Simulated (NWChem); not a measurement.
# BH2OF3 (SMILES O->B(F)(F)F): levels of theory compared

We compute a comparison of 3 runs (HF/def2-SVP, SVWN5/6-31G, PBE0/def2-SVP) of BH2OF3. 

Program for the calculation: NWChem 7.3.0.

## Step 1: The structure to begin with

BH2OF3: 7 atoms, total charge 0, spin state singlet. SMILES: `O->B(F)(F)F`. The coordinates come from a GFN2-xTB relaxation.

Bond lengths: B1–O2 1.792 Å, B1–F5 1.327 Å, B1–F6 1.343 Å, B1–F7 1.330 Å, O2–H3 0.967 Å, O2–H4 0.967 Å. Angles: O2–B1–F5 102.2°, O2–B1–F6 99.7°, O2–B1–F7 101.6°, F5–B1–F6 115.7°, F5–B1–F7 117.7°, F6–B1–F7 115.6°, B1–O2–H3 104.9°, B1–O2–H4 105.1°, H3–O2–H4 109.9°.

## Step 2: Energy and forces at HF/def2-SVP (run 1)

Input file work.nw:

```
start work
title "BF3H2O gradient"
memory stack 880 mb heap 220 mb global 1100 mb
geometry noautosym nocenter noautoz
   B     0.081930   -0.121670   -0.729870
   O     0.106100   -0.116480    1.061580
   H    -0.820710   -0.203290    1.323430
   H     0.436650    0.758530    1.307160
   F     1.375290   -0.103440   -1.027970
   F    -0.583550    1.023410   -0.949940
   F    -0.595720   -1.237060   -0.984390
end
basis spherical bse
   * library def2-SVP
end
scf
   nopen 0
   rhf
   thresh 1e-08
   maxiter 80
   print low
end
task scf gradient
```

Launch:

```bash
$ nwchem work.nw > work.out
```

Log:

```text
[...]
  functions       =    80
[...]
  wavefunction    = RHF
[...]
         Total SCF energy =   -398.912681582206
      One-electron energy =   -936.274331671812
      Two-electron energy =    346.358346649139
 Nuclear repulsion energy =    191.003303440467
        Time for solution =      4.0s
[...]
                         RHF ENERGY GRADIENTS
    atom               coordinates                        gradient
                 x          y          z           x          y          z
   1 B       0.154825  -0.229923  -1.379254    0.000113  -0.000545   0.007714
   2 O       0.200500  -0.220115   2.006095    0.009754  -0.012350   0.003739
   3 H      -1.550917  -0.384162   2.500920   -0.018613  -0.005211  -0.000572
   4 H       0.825149   1.433414   2.470174    0.010094   0.016685  -0.000944
   5 F       2.598921  -0.195473  -1.942582   -0.000326   0.000015  -0.003467
   6 F      -1.102750   1.933964  -1.795126   -0.000966   0.001089  -0.002455
   7 F      -1.125748  -2.337704  -1.860227   -0.000056   0.000317  -0.004015
 Task  times  cpu:        5.2s     wall:        5.2s
 Total times  cpu:        5.2s     wall:        5.2s
```

Wall time 6 s (1 thread of Intel Xeon 6975P-C (Granite Rapids), shared host); peak memory 0.099 GiB.

## Step 3: Energy and forces at SVWN5/6-31G (run 2)

Input file work.xyz:

```xyz
7

B      0.081930    -0.121670    -0.729870
O      0.106100    -0.116480     1.061580
H     -0.820710    -0.203290     1.323430
H      0.436650     0.758530     1.307160
F      1.375290    -0.103440    -1.027970
F     -0.583550     1.023410    -0.949940
F     -0.595720    -1.237060    -0.984390
```

Input file work.nw:

```
start work
memory 2200 mb

geometry noautosym nocenter noautoz
   load format xyz work.xyz
end

basis spherical bse
   * library 6-31G
end

dft
   xc slater vwn_5
   mult 1
   grid xfine
   convergence energy 1e-08
   maxiter 100
   mulliken
end

task dft gradient
```

Launch:

```bash
$ nwchem work.nw > work.out
```

Log:

```text
[...]
          Wavefunction type:  closed shell.
          No. of atoms     :     7
          No. of electrons :    42
[...]
          Charge           :     0
          Spin multiplicity:     1
[...]
          AO basis - number of functions:    49
[...]
              XC Information
              --------------
                        Slater Exchange Functional  1.000 local
                      VWN V Correlation Functional  1.000 local
[...]
 d= 0,ls=0.0,diis     1   -398.0040267141 -5.89D+02  3.59D-02  1.71D+00     0.6
[...]
 d= 0,ls=0.0,diis    10   -398.1680261222 -1.18D-10  2.57D-07  9.55D-10     3.7
         Total DFT energy =     -398.168026122216
      One electron energy =     -936.123847121684
           Coulomb energy =      389.133678130810
    Exchange-Corr. energy =      -42.181160571809
 Nuclear repulsion energy =      191.003303440467
[...]
  wavefunction    = closed shell
                         DFT ENERGY GRADIENTS
    atom               coordinates                        gradient
                 x          y          z           x          y          z
   1 B       0.154825  -0.229923  -1.379254   -0.003443   0.003167  -0.018296
   2 O       0.200500  -0.220115   2.006095   -0.004793   0.007161   0.023773
   3 H      -1.550917  -0.384162   2.500920    0.019241   0.007268  -0.009147
   4 H       0.825149   1.433414   2.470174   -0.011821  -0.016790  -0.008649
   5 F       2.598921  -0.195473  -1.942582   -0.038615  -0.000821   0.005845
   6 F      -1.102750   1.933964  -1.795126    0.018963  -0.033134   0.002878
   7 F      -1.125748  -2.337704  -1.860227    0.020467   0.033150   0.003596
[...]
```

It took 5.4 s on 1 thread of Intel Xeon 6975P-C (Granite Rapids), shared host; peak memory 0.13 GiB.

## Step 4: Energy and gradient at PBE0/def2-SVP (run 3)

Input file bf3h2o.nw:

```
start bf3h2o
title "B(H2O)F3"
memory 2200 mb
geometry units bohr noautosym nocenter noautoz
B   0.15482526 -0.22992298 -1.37925441
O   0.20049994 -0.22011530  2.00609546
H  -1.55091713 -0.38416242  2.50092025
H   0.82514891  1.43341396  2.47017440
F   2.59892144 -0.19547327 -1.94258176
F  -1.10274968  1.93396461 -1.79512643
F  -1.12574765 -2.33770460 -1.86022750
end
basis spherical bse
* library def2-SVP
end
dft
xc pbe0
grid xfine
convergence energy 1e-08
iterations 100
mulliken
end
task dft gradient
```

Launch:

```bash
$ nwchem bf3h2o.nw > bf3h2o.out
```

Log:

```text
[...]
          Wavefunction type:  closed shell.
          No. of atoms     :     7
          No. of electrons :    42
[...]
          Charge           :     0
          Spin multiplicity:     1
[...]
          AO basis - number of functions:    80
[...]
              XC Information
              --------------
                         PBE0 Method XC Functional
                     Hartree-Fock (Exact) Exchange  0.250
          PerdewBurkeErnzerhof Exchange Functional  0.750
            Perdew 1991 LDA Correlation Functional  1.000 local
           PerdewBurkeErnz. Correlation Functional  1.000 non-local
[...]
 d= 0,ls=0.0,diis     1   -400.1835409440 -5.91D+02  1.49D-02  1.05D+00     1.6
[...]
 d= 0,ls=0.0,diis     8   -400.2954155695  4.15D-10  1.81D-06  9.45D-08    12.0
         Total DFT energy =     -400.295415569511
      One electron energy =     -936.535311100761
           Coulomb energy =      389.776462607389
    Exchange-Corr. energy =      -44.539856836897
 Nuclear repulsion energy =      191.003289760758
[...]
  wavefunction    = closed shell
                         DFT ENERGY GRADIENTS
    atom               coordinates                        gradient
                 x          y          z           x          y          z
   1 B       0.154825  -0.229923  -1.379254    0.001275  -0.002438  -0.000156
   2 O       0.200500  -0.220115   2.006095   -0.004026   0.005714   0.009352
   3 H      -1.550917  -0.384162   2.500920   -0.000926  -0.004616  -0.003315
   4 H       0.825149   1.433414   2.470174    0.004985  -0.000358  -0.003374
   5 F       2.598921  -0.195473  -1.942582   -0.012013   0.000246  -0.000839
   6 F      -1.102750   1.933965  -1.795126    0.004918  -0.009114   0.000035
   7 F      -1.125748  -2.337705  -1.860228    0.005786   0.010566  -0.001704
[...]
```

Wall time 16 s (1 thread of Intel Xeon 6975P-C (Granite Rapids), shared host); peak memory 0.13 GiB.

## Step 5: Overview of the runs

```tsv
run	level	iteration cap	module	energy (Eh)	largest force (eV/Å)	wall time
1	HF/def2-SVP	80	scf	-398.912682	1.004	6 s
2	SVWN5/6-31G	100	dft	-398.168026	2.012	5.4 s
3	PBE0/def2-SVP	100	dft	-400.295416	0.626	16 s
```

## Step 6: What came out

| quantity | value |
| --- | --- |
| run 3: total energy | -400.29542 Eh |
| run 3: dipole moment | 4.60 D |
| run 3: HOMO energy | -10.54 eV |
| run 3: LUMO energy | 0.28 eV |
| run 3: HOMO–LUMO gap | 10.82 eV |
| run 3: largest force on an atom | 0.626 eV/Å |

**Reading.** Totals of different functionals can't be ranked against each other. All runs together took 27 s, the longest 16 s.
